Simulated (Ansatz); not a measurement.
# C6H9FO3Ti: basis-set convergence

An exercise on one series of results from a longer session: the logs are not shown, and one member is left open.

Method: one geometry, several basis sets; program: Ansatz 0.2.0, Gaussian basis.

Levels to be run: PBE0-D4/def2-SVP; ωB97M-V/def2-SVP; PBE0-D4/def2-QZVPP; ωB97M-V/def2-QZVPP; the functionals' def2-TZVPP values are taken from earlier runs.

### The geometry

An earlier PBE0-D4 in a triple-zeta def2 set relaxation fixed the geometry.

SMILES `C[O][Ti]1234([OH])([OH])[C@@H]5[C@H]1[C@H]2[C@@]3(F)[C@@H]54`, 20 atoms, charge 0, spin multiplicity 1.

Atoms are counted from 1 here; the program's logs count them from 0.

Bond lengths: C1–O2 1.389 Å, C1–H12 1.094 Å, C1–H13 1.095 Å, C1–H14 1.095 Å, O2–Ti3 1.777 Å, Ti3–O4 1.839 Å, Ti3–O5 1.834 Å, Ti3–C6 2.372 Å, Ti3–C7 2.360 Å, Ti3–C8 2.400 Å, Ti3–C9 2.428 Å, Ti3–C11 2.410 Å, O4–H15 0.961 Å, O5–H16 0.960 Å, C6–C7 1.405 Å, C6–C11 1.413 Å, C6–H17 1.078 Å, C7–C8 1.416 Å and more. Angles: O2–C1–H12 111.2°, O2–C1–H13 110.0°, O2–C1–H14 110.0°, H12–C1–H13 108.4°, H12–C1–H14 108.7°, H13–C1–H14 108.5°, C1–O2–Ti3 157.9°, O2–Ti3–O4 103.9°, O2–Ti3–O5 103.8°, O2–Ti3–C6 131.0°, O2–Ti3–C7 143.2°, O2–Ti3–C8 110.7°, O2–Ti3–C9 87.6°, O2–Ti3–C11 97.2°, O4–Ti3–O5 107.5°, O4–Ti3–C6 82.4°, O4–Ti3–C7 105.0°, O4–Ti3–C8 138.2° and more.

Set-up of the first run:

Contents of in.yaml:

```yaml
crystal:
  periodic: [false, false, false]
  atoms:
    - {symbol: C, position_ang: [-1.915105, -0.949471, 1.800849]}
    - {symbol: O, position_ang: [-1.245262, 0.061519, 1.124360]}
    - {symbol: Ti, position_ang: [0.006612, 0.818250, 0.115216]}
    - {symbol: O, position_ang: [1.101986, 1.660336, 1.328547]}
    - {symbol: O, position_ang: [-0.901269, 2.120388, -0.802960]}
    - {symbol: C, position_ang: [2.073077, -0.021074, -0.692991]}
    - {symbol: C, position_ang: [1.355164, 0.480911, -1.791979]}
    - {symbol: C, position_ang: [0.207336, -0.326161, -1.984313]}
    - {symbol: C, position_ang: [0.256840, -1.322758, -1.001989]}
    - {symbol: F, position_ang: [-0.645251, -2.288466, -0.852346]}
    - {symbol: C, position_ang: [1.380087, -1.139977, -0.178599]}
    - {symbol: H, position_ang: [-1.577693, -1.936805, 1.471274]}
    - {symbol: H, position_ang: [-2.992137, -0.874105, 1.617147]}
    - {symbol: H, position_ang: [-1.739654, -0.860020, 2.878445]}
    - {symbol: H, position_ang: [0.689053, 2.181717, 2.021532]}
    - {symbol: H, position_ang: [-1.674216, 2.527454, -0.405401]}
    - {symbol: H, position_ang: [2.957188, 0.417701, -0.258714]}
    - {symbol: H, position_ang: [1.597379, 1.364968, -2.361657]}
    - {symbol: H, position_ang: [-0.575235, -0.183719, -2.712355]}
    - {symbol: H, position_ang: [1.641099, -1.730678, 0.685936]}
basis:
  gaussian: {orbitals: def2-SVP}
hamiltonian: {xc: pbe0, dispersion: d4}
output: {orbitals: {seedname: orbitals}}
```

On the command line:

```bash
ansatz run in.yaml --threads 4 --pin off --events-out ev --progress --plain --max-ram 46080MiB --backend cpu
```

Steps of the session up to this table: PBE0-D4 in def2-SVP; ωB97M-V in def2-SVP; PBE0-D4 in def2-QZVPP; ωB97M-V in def2-QZVPP.

One table of the session follows, with a row left open; its other results are not shown here.

It belongs to the step «Density functionals: the series». 

```
functional       basis  HOMO (eV)
   PBE0-D4    def2-SVP      -6.87
   PBE0-D4  def2-TZVPP          ?
   PBE0-D4  def2-QZVPP      -6.98
   ωB97M-V    def2-SVP      -8.96
   ωB97M-V  def2-TZVPP      -9.07
   ωB97M-V  def2-QZVPP      -9.09
```

Q: Estimate the row for PBE0-D4, def2-TZVPP from the others.

The run gave: HOMO (eV): -6.96. In the column «HOMO (eV)» it lies between PBE0-D4, def2-QZVPP (-6.98) and PBE0-D4, def2-SVP (-6.87).
